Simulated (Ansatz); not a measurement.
# Ga2Cl: the cost of one run

Computed with Ansatz 0.2.0 (DFT PBE, scalar-relativistic, plane waves, PAW, unless a step's input says otherwise).

## (1) The starting structure

Symmetry: P4_2/nmc, No. 137, tetragonal system. Conventional cell: a = 4.491 Å, b = 4.491 Å, c = 6.466 Å, α = 90.00°, β = 90.00°, γ = 90.00°. Ga (site symmetry 2mm) is surrounded by 4 Cl at 2.60 to 2.95 Å. Around Cl (site symmetry -4m2) lie 8 Ga at 2.60 to 2.95 Å.

Structure file:

```
Ga Cl
1.0
     4.49119    0.00000    0.00000
     0.00000    4.49119    0.00000
     0.00000    0.00000    6.46558
Ga Cl
4 2
Direct
  0.00000 0.50000 0.20300
  0.00000 0.50000 0.70300
  0.50000 0.00000 0.29700
  0.50000 0.00000 0.79700
  0.00000 0.00000 0.00000
  0.50000 0.50000 0.50000
```

This is candidate A: anti-tetragonal zirconia type (P4_2/nmc, No. 137).

(A quick probe on a coarse mesh, which set the mesh and smearing, is not shown.)

## (3) Rough relaxation on the coarse mesh (candidate A)

Input file input.yaml:

```yaml
crystal:
  lattice:
    - [4.4911861352, 0.0, 0.0]
    - [0.0, 4.4911861352, 0.0]
    - [0.0, 0.0, 6.4655795506]
  atoms:
    - { symbol: Ga, position: [0.0, 0.5, 0.203] }
    - { symbol: Ga, position: [0.0, 0.5, 0.703] }
    - { symbol: Ga, position: [0.5, 0.0, 0.297] }
    - { symbol: Ga, position: [0.5, 0.0, 0.797] }
    - { symbol: Cl, position: [0.0, 0.0, 0.0] }
    - { symbol: Cl, position: [0.5, 0.5, 0.5] }
basis:
  ecutwfc: 420
kpoints:
  mp_grid: { grid: [4, 4, 4] }
hamiltonian:
  xc: pbe
scf:
  occupations: { method: gaussian, width: 0.1 }
  lower_state_search: "off"
output:
  forces: true
  stress: true
  eigenvalues: true
relax:
  adjacent_minimum: "off"
  f_tol: 0.04
  max_steps: 70
  cell: { stress_tol: 0.4 }
```

Launch:

```sh
$ ansatz run input.yaml --threads 1 --pin off --max-ram 2560MiB --backend cpu --events-out ev --progress --plain --runs-dir out
```

**Question.** How long does this run take on 1 thread of Intel Xeon Platinum 8488C (Sapphire Rapids), shared host, and how much memory does it need?

About 2.8 min, with a peak of 0.47 GiB.
